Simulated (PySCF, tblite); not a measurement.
**C₅H₁₁AlO: geometry, infrared bands and NMR shifts**

Aim: predict the infrared bands and NMR shifts of C₅H₁₁AlO (`[AlH2][O]C1CCCC1`).

Computed with tblite 0.8.0 and PySCF 2.14.0, with density-fitted response routines of our own, on a single molecule in the gas phase. Atoms are numbered from 0 throughout.

## 1. Starting geometry

18 atoms, charge 0, multiplicity 1; geometry from: force field or distance geometry start.

Bonds of the start (Å): Al0–O1 1.87, O1–C2 1.39, C2–C3 1.53, C3–C4 1.52, C4–C5 1.53, C5–C6 1.53, C6–C2 1.53, Al0–H7 1.59, Al0–H8 1.59, C2–H9 1.12, C3–H10 1.10, C3–H11 1.13, C4–H12 1.12, C4–H13 1.12, C5–H14 1.11, C5–H15 1.10, C6–H16 1.12, C6–H17 1.11.

## 2. Geometry optimisation with GFN2-xTB

What the job is given:

```
{"job": {"kind": "relax", "xc": "GFN2-xTB", "basis": "xTB"}, "charge": 0, "multiplicity": 1}
Al     3.198700     0.069600    -0.047900
O      1.600100     0.315900     0.888200
C      0.498100     0.376300     0.040800
C     -0.679700     1.039200     0.750500
C     -1.929300     0.471400     0.103100
C     -1.538900    -0.875200    -0.506500
C     -0.022700    -1.005900    -0.340800
H      3.706800    -1.397800    -0.378600
H      4.019200     1.338800    -0.554000
H      0.688200     0.976600    -0.879700
H     -0.640400     2.138100     0.677300
H     -0.677700     0.740000     1.836000
H     -2.757000     0.361900     0.843900
H     -2.256100     1.160800    -0.715400
H     -2.058800    -1.695700     0.023300
H     -1.809000    -0.905800    -1.569400
H      0.197500    -1.726800     0.485000
H      0.452200    -1.375200    -1.274300
```

Started as:

```
OMP_NUM_THREADS=1 python probes_run.py task.json out
```

One launch serves the whole session: the jobs run in the order shown.

**Question.** This job is followed by: GFN2-xTB harmonic vibrations, gas phase; GIAO PBE0/pcSseg-1 NMR shielding, non-relativistic, gas phase. What will the session give for the following? strongest single infrared mode (GFN2-xTB); zero-point energy (GFN2-xTB); ¹³C shifts against TMS (PBE0/pcSseg-1, means over atoms taken as alike); ¹H shifts against TMS (PBE0/pcSseg-1, means over atoms taken as alike); ²⁷Al shifts against AlH4- (PBE0/pcSseg-1); ¹⁷O shifts against H2O (PBE0/pcSseg-1); surface potential, 1st and 99th percentile.

The runs gave:

| quantity | value |
| --- | --- |
| strongest single infrared mode (GFN2-xTB) | 1831 cm⁻¹, 507 km/mol |
| zero-point energy (GFN2-xTB) | 91.6 kcal/mol |
| ¹³C shifts against TMS (PBE0/pcSseg-1, means over atoms taken as alike) | 81.7, 40.9, 23.1 ppm |
| ¹H shifts against TMS (PBE0/pcSseg-1, means over atoms taken as alike) | 4.75, 4.35, 2.15, 1.85, 1.69, 1.48 ppm |
| ²⁷Al shifts against AlH4- (PBE0/pcSseg-1) | 90.4 ppm |
| ¹⁷O shifts against H2O (PBE0/pcSseg-1) | 111.9 ppm |
| surface potential, 1st and 99th percentile | -0.65 V and 2.60 V |

The optimisation took 58 steps and gained 1.139 eV; among the close pairs (by a distance rule), Al0–O1 changed most, from 1.869 to 1.640 Å. The lowest mode is imaginary (20i cm⁻¹), so the xTB geometry is not a minimum. The strongest single mode, at 1831 cm⁻¹, moves mainly H7 and H8. GFN2-xTB is a fitted tight-binding method: band positions and strengths are rough. Its intensities can rank the bands wrongly. The most deshielded carbon is C2 (sp3 CH bonded to O), at 81.7 ppm: deshielded by the electronegative neighbour. H9 (hydrogen on an sp3 CH bonded to O) lies farthest downfield among hydrogen, at 4.75 ppm; its carbon carries O, hence the downfield position. At PBE0/pcSseg-1: The widest tensor belongs to O1: span 165 ppm, with a paramagnetic part of -175 ppm. By nearest atom (PBE0/pcSseg-1), the HOMO sits on O1 38 %; H7, H8 about 16 % each and the LUMO on Al0 44 %; H7, H8 about 19 % each.
